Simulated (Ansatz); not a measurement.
# TlCuF3: the cost of one run

Program: Ansatz 0.2.0. Level of theory: DFT LDA+U (U_eff = 6 eV on Cu d), plane waves, PAW, no spin–orbit coupling unless a run says so. These are calculated values, not measurements.

### 1 The structure to begin with

It takes space group P4/mmm (No. 123, tetragonal). Conventional cell: a = 4.091 Å, b = 4.091 Å, c = 4.076 Å, α = 90.00°, β = 90.00°, γ = 90.00°. Cu (site symmetry 4/mmm) has 6 F at 2.04 to 2.05 Å as nearest neighbours. Around F (site symmetry 4/mmm) lie 2 Cu at 2.04 Å and 4 Tl at 2.89 Å. Around F (site symmetry mmm) lie 2 Cu at 2.05 Å and 4 Tl at 2.89 Å. Around Tl (site symmetry 4/mmm) lie 12 F at 2.89 Å.

As a file:

```cif
data_structure
_symmetry_space_group_name_H-M 'P 1'
_symmetry_Int_Tables_number 1
_cell_length_a 4.0905
_cell_length_b 4.0905
_cell_length_c 4.0763
_cell_angle_alpha 90.000
_cell_angle_beta 90.000
_cell_angle_gamma 90.000
_cell_volume 68.21
loop_
_atom_site_label
_atom_site_type_symbol
_atom_site_fract_x
_atom_site_fract_y
_atom_site_fract_z
_atom_site_occupancy
Cu1 Cu 0.00000 0.00000 0.00000 1
F1 F 0.00000 0.00000 0.50000 1
F2 F 0.50000 0.00000 0.00000 1
F3 F 0.00000 0.50000 0.00000 1
Tl1 Tl 0.50000 0.50000 0.50000 1
```

Magnetic order typed: ferromagnetic.

### 2 From atoms, symmetry kept, no search

The input, input.yaml:

```yaml
crystal:
  lattice:
    - [4.09051747, 0.0, 0.0]
    - [0.0, 4.09051747, 0.0]
    - [0.0, 0.0, 4.0763293]
  atoms:
    - { symbol: Cu, position: [0.0, 0.0, 0.0], spin: 1.0 }
    - { symbol: F, position: [0.0, 0.0, 0.5] }
    - { symbol: F, position: [0.5, 0.0, 0.0] }
    - { symbol: F, position: [0.0, 0.5, 0.0] }
    - { symbol: Tl, position: [0.5, 0.5, 0.5] }
basis:
  ecutwfc: 420
  ecutrho_ratio: 4
kpoints:
  mp_grid: { grid: [5, 5, 5] }
hamiltonian:
  xc: lda
  hubbard: { sites: [{ site: 0, l: d, u_eff: 6.0 }] }
scf:
  occupations: { method: gaussian, width: 0.05 }
  lower_state_search: "off"
  max_iter: 150
output:
  forces: true
  stress: true
  eigenvalues: true
  populations: true
  hubbard: { sites: [{ site: 0, l: d }] }
magnetization:
  spin_polarized: true
```

The run is started by

```
ansatz run input.yaml --threads 4 --pin off --max-ram 6144MiB --backend cpu --events-out ev --progress --plain --runs-dir out
```

What time and memory should one allow on 4 threads of Arm Neoverse V1, shared host?

About 4.5 s, with a peak of 0.42 GiB.
